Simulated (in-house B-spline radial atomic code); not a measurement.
**Sr³⁺: a test of the first knot**

Aim: see how the result and the number of iterations for Sr³⁺ depend on the first knot.

Program: in-house B-spline radial atomic code version 1. Level of theory: Dirac-Coulomb LDA (Slater, VWN5), spherical fractional occupations, Fermi nucleus, basis-set limit. These are calculated values, not measurements, unless marked.

## Step 1: The system

```
element       : strontium (Z = 38)
charge        : +3
electrons     : 35
configuration : [Ar] 3d10 4s2 4p5
Hamiltonian   : Dirac-Coulomb
nucleus       : Fermi, rms radius 4.224 fm
```

Outer shells as boxes (Hund's rule):

[Ar] 3d10 4s2 4p5
```
[Ar] core
3d [↑↓][↑↓][↑↓][↑↓][↑↓]
4s [↑↓]
4p [↑↓][↑↓][↑ ]
```

The boxes only draw the filling; these runs are spin-restricted and spherical.

A run counts as converged when the orbital gradient is under the tolerance times 38 hartree (or under the basis's noise floor) and the energy moved by less than 1e-8 hartree times the root of its size. Energy differences under 1e-05 hartree are noise.

Settings of the run:

```ini
Z = 38
electrons = 35.0
configuration = [Ar] 3d10 4s2 4p5
hamiltonian = dirac
method = lda,vwn
spin_polarised = False
nucleus = fermi
rms_radius = 4.224
mass_number = 88
atomic_mass = 87.905612253
speed_of_light = 137.035999084
knot_spacing = 0.22
spline_order = 8
gauss_points = 12
box_radius = 16.22
max_iterations = 70
damping = 0.5
damped_steps = 3
diis_vectors = 10
tolerance = 1e-08
start = Thomas-Fermi
```

The reference is known from an earlier run: -3173.874372 hartree in all. Up to eight levels, counted from the top:

| orbital | occupation | energy (eV) | <r> (bohr) |
| --- | --- | --- | --- |
| 3s1/2 | 2 | -362.92 | 0.4927 |
| 3p1/2 | 2 | -293.14 | 0.4917 |
| 3p3/2 | 4 | -282.63 | 0.5022 |
| 3d3/2 | 4 | -159.61 | 0.4956 |
| 3d5/2 | 6 | -157.77 | 0.4993 |
| 4s1/2 | 2 | -69.165 | 1.323 |
| 4p1/2 | 1.66667 | -51.217 | 1.472 |
| 4p3/2 | 3.33333 | -49.903 | 1.500 |

## Step 2: First knot 2.63e-06

Settings of the run:

```ini
Z = 38
electrons = 35.0
configuration = [Ar] 3d10 4s2 4p5
hamiltonian = dirac
method = lda,vwn
spin_polarised = False
nucleus = fermi
rms_radius = 4.224
mass_number = 88
atomic_mass = 87.905612253
speed_of_light = 137.035999084
knot_spacing = 0.22
spline_order = 8
gauss_points = 12
box_radius = 16.22
first_knot = 2.63e-06
max_iterations = 70
damping = 0.5
damped_steps = 3
diis_vectors = 10
tolerance = 1e-08
start = Thomas-Fermi
```

Started as:

```
python run_scf.py task.json out
```

The settings of every run stand in task.json; they run in order.

## Step 3: First knot 2.63e-05

The settings differ from step 2 so:

```diff
@@ -15,3 +15,3 @@
 box_radius = 16.22
-first_knot = 2.63e-06
+first_knot = 2.63e-05
 max_iterations = 70
```

## Step 4: First knot 0.000263

The settings differ from step 3 so:

```diff
@@ -15,3 +15,3 @@
 box_radius = 16.22
-first_knot = 2.63e-05
+first_knot = 0.000263
 max_iterations = 70
```

## Step 5: First knot 0.00263

The settings differ from step 4 so:

```diff
@@ -15,3 +15,3 @@
 box_radius = 16.22
-first_knot = 0.000263
+first_knot = 0.00263
 max_iterations = 70
```

## Step 6: First knot 0.00789

The settings differ from step 5 so:

```diff
@@ -15,3 +15,3 @@
 box_radius = 16.22
-first_knot = 0.00263
+first_knot = 0.00789
 max_iterations = 70
```

## Step 7: First knot 0.0263

The settings differ from step 6 so:

```diff
@@ -15,3 +15,3 @@
 box_radius = 16.22
-first_knot = 0.00789
+first_knot = 0.0263
 max_iterations = 70
```

## Step 8: First knot 0.0789

The settings differ from step 7 so:

```diff
@@ -15,3 +15,3 @@
 box_radius = 16.22
-first_knot = 0.0263
+first_knot = 0.0789
 max_iterations = 70
```

Before running: Which of these runs converge to the reference energy, which miss it and by about how much, and which fail?

The runs gave:

| run | outcome | iterations | energy less the reference (hartree) |
| --- | --- | --- | --- |
| reference | converged | 9 | 0 |
| first knot 2.63e-06 | converged | 9 | below noise |
| first knot 2.63e-05 | converged | 9 | below noise |
| first knot 0.000263 | converged | 9 | -0.00017 |
| first knot 0.00263 | converged | 9 | +0.0202 |
| first knot 0.00789 | converged | 9 | +0.0204 |
| first knot 0.0263 | converged | 9 | +0.614 |
| first knot 0.0789 | converged | 9 | +8.73 |

**Reading.** Of 7 changed inputs, 2 gave the reference energy within 1e-05 hartree and 5 converged to another value. The worst converged miss is +8.73 hartree (first knot 0.0789): the first knot lies too far out to describe the region near the nucleus.
